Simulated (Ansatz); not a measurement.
# GaH8NO2Si2: the cost of one run

The runs use Ansatz 0.2.0, Gaussian basis; BLYP/def2-SVP.

### 1 Structure used throughout

The geometry comes from an earlier relaxation with PBE0-D4 in a triple-zeta def2 set; it is a stationary point, not always the lowest conformer.

SMILES `[NH2][Ga]([O][SiH3])[O][SiH3]`, 14 atoms, charge 0, spin multiplicity 1.

Atoms are counted from 1 here; the program's logs count them from 0.

Bond lengths: N1–Ga2 1.794 Å, N1–H7 1.005 Å, N1–H8 1.005 Å, Ga2–O3 1.771 Å, Ga2–O5 1.771 Å, O3–Si4 1.631 Å, Si4–H9 1.488 Å, Si4–H10 1.491 Å, Si4–H11 1.486 Å, O5–Si6 1.631 Å, Si6–H12 1.486 Å, Si6–H13 1.488 Å, Si6–H14 1.491 Å. Angles: Ga2–N1–H7 121.3°, Ga2–N1–H8 121.3°, H7–N1–H8 112.6°, N1–Ga2–O3 120.4°, N1–Ga2–O5 120.4°, O3–Ga2–O5 119.1°, Ga2–O3–Si4 139.5°, O3–Si4–H9 110.8°, O3–Si4–H10 111.2°, O3–Si4–H11 108.8°, H9–Si4–H10 108.3°, H9–Si4–H11 109.0°, H10–Si4–H11 108.7°, Ga2–O5–Si6 139.5°, O5–Si6–H12 108.8°, O5–Si6–H13 110.8°, O5–Si6–H14 111.2°, H12–Si6–H13 108.9° and more.

### 2 Dynamics

File in.yaml:

```yaml
crystal:
  periodic: [false, false, false]
  atoms:
    - {symbol: N, position_ang: [-0.860220, -2.087397, 2.067782]}
    - {symbol: Ga, position_ang: [-0.324743, -0.865355, 0.868460]}
    - {symbol: O, position_ang: [0.266888, -1.369764, -0.722889]}
    - {symbol: Si, position_ang: [0.859395, -0.709736, -2.091756]}
    - {symbol: O, position_ang: [-0.459402, 0.863546, 1.228187]}
    - {symbol: Si, position_ang: [-0.280053, 2.303473, 0.483276]}
    - {symbol: H, position_ang: [-0.631007, -3.060158, 1.959628]}
    - {symbol: H, position_ang: [-1.038324, -1.836070, 3.024660]}
    - {symbol: H, position_ang: [-0.242971, -0.326001, -3.014666]}
    - {symbol: H, position_ang: [1.667785, 0.507622, -1.797069]}
    - {symbol: H, position_ang: [1.728901, -1.707953, -2.767203]}
    - {symbol: H, position_ang: [-1.137358, 3.306393, 1.167186]}
    - {symbol: H, position_ang: [1.135839, 2.757730, 0.543558]}
    - {symbol: H, position_ang: [-0.684729, 2.223680, -0.949153]}
basis:
  gaussian: {orbitals: def2-SVP}
hamiltonian: {xc: {name: BLYP}}
md: {timestep: 1 fs, n_steps: 50, ensemble: nvt_nose_hoover, temperature: 500, initial_velocities: maxwell_boltzmann, seed: 798}
```

Started as:

```sh
> ansatz run in.yaml --threads 8 --pin off --events-out ev --progress --plain --max-ram 18278MiB
```

Q: Estimate wall time and peak memory on 8 threads of Arm Neoverse V2, shared host.

About 60 s, with a peak of 0.25 GiB.
